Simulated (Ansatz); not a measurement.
# C2H3OSi+ (SMILES O[CH+]C#[SiH]): functionals against CCSD(T) at one geometry

An exercise on one series of results from a longer session: the logs are not shown, and one member is left open.

Computed with Ansatz 0.2.0, Gaussian basis. Level: single points in def2-TZVPP.

Correlated methods freeze the cores.

### The starting structure

SMILES `O[CH+]C#[SiH]`, 7 atoms, charge 1, spin multiplicity 1.

Atoms are counted from 1 here; the program's logs count them from 0.

Bond lengths: O1–C2 1.294 Å, O1–H5 0.953 Å, C2–C3 1.343 Å, C2–H6 1.040 Å, C3–Si4 1.808 Å, Si4–H7 1.393 Å. Angles: C2–O1–H5 119.4°, O1–C2–C3 126.6°, O1–C2–H6 118.0°, C3–C2–H6 114.3°, C2–C3–Si4 139.0°, C3–Si4–H7 169.6°.

Coordinates:

| atom | x (Å) | y (Å) | z (Å) |
| --- | --- | --- | --- |
| O1 | -0.83370 | 1.24340 | 0.37710 |
| C2 | 0.10110 | 0.44970 | 0.78940 |
| C3 | 0.62020 | -0.59200 | 0.11970 |
| Si4 | 0.33280 | -1.50930 | -1.41110 |
| H5 | -1.08810 | 1.98690 | 0.91640 |
| H6 | 0.64040 | 0.72760 | 1.63370 |
| H7 | 0.24070 | -2.40040 | -2.47730 |

Set-up of the first run:

The input, run/in.yaml:

```yaml
crystal:
  periodic: [false, false, false]
  atoms:
    - {symbol: O, position_ang: [-0.833700, 1.243400, 0.377100]}
    - {symbol: C, position_ang: [0.101100, 0.449700, 0.789400]}
    - {symbol: C, position_ang: [0.620200, -0.592000, 0.119700]}
    - {symbol: Si, position_ang: [0.332800, -1.509300, -1.411100]}
    - {symbol: H, position_ang: [-1.088100, 1.986900, 0.916400]}
    - {symbol: H, position_ang: [0.640400, 0.727600, 1.633700]}
    - {symbol: H, position_ang: [0.240700, -2.400400, -2.477300]}
basis:
  gaussian: {orbitals: def2-TZVPP}
total_charge: 1
correlation: {method: ccsd_t}
output: {forces: true}
```

The command line of these runs was not kept.

Steps of the session up to this table: CCSD(T)/def2-TZVPP; PBE0-D4/def2-TZVPP; wB97M-V/def2-TZVPP; r2SCAN-D4/def2-TZVPP; PBE-D4/def2-TZVPP; r2SCANh-D4/def2-TZVPP; CAM-B3LYP-D4/def2-TZVPP.

One table of the session follows, with a row left open; its other results are not shown here.

```
      method  RMS force component (eV/Å)  angle to CCSD(T) forces (°)
     CCSD(T)                       2.002                    reference
     PBE0-D4                           ?                            ?
     wB97M-V                       2.135                          7.1
   r2SCAN-D4                       2.068                          5.4
      PBE-D4                       2.056                          6.3
  r2SCANh-D4                       2.090                          6.5
CAM-B3LYP-D4                       2.138                          9.0
```

Q: Estimate the row for PBE0-D4 from the others.

**Answer.** RMS force component (eV/Å): 2.116; angle to CCSD(T) forces (°): 7.2. In the column «RMS force component (eV/Å)» it lies between r2SCANh-D4 (2.090) and wB97M-V (2.135).
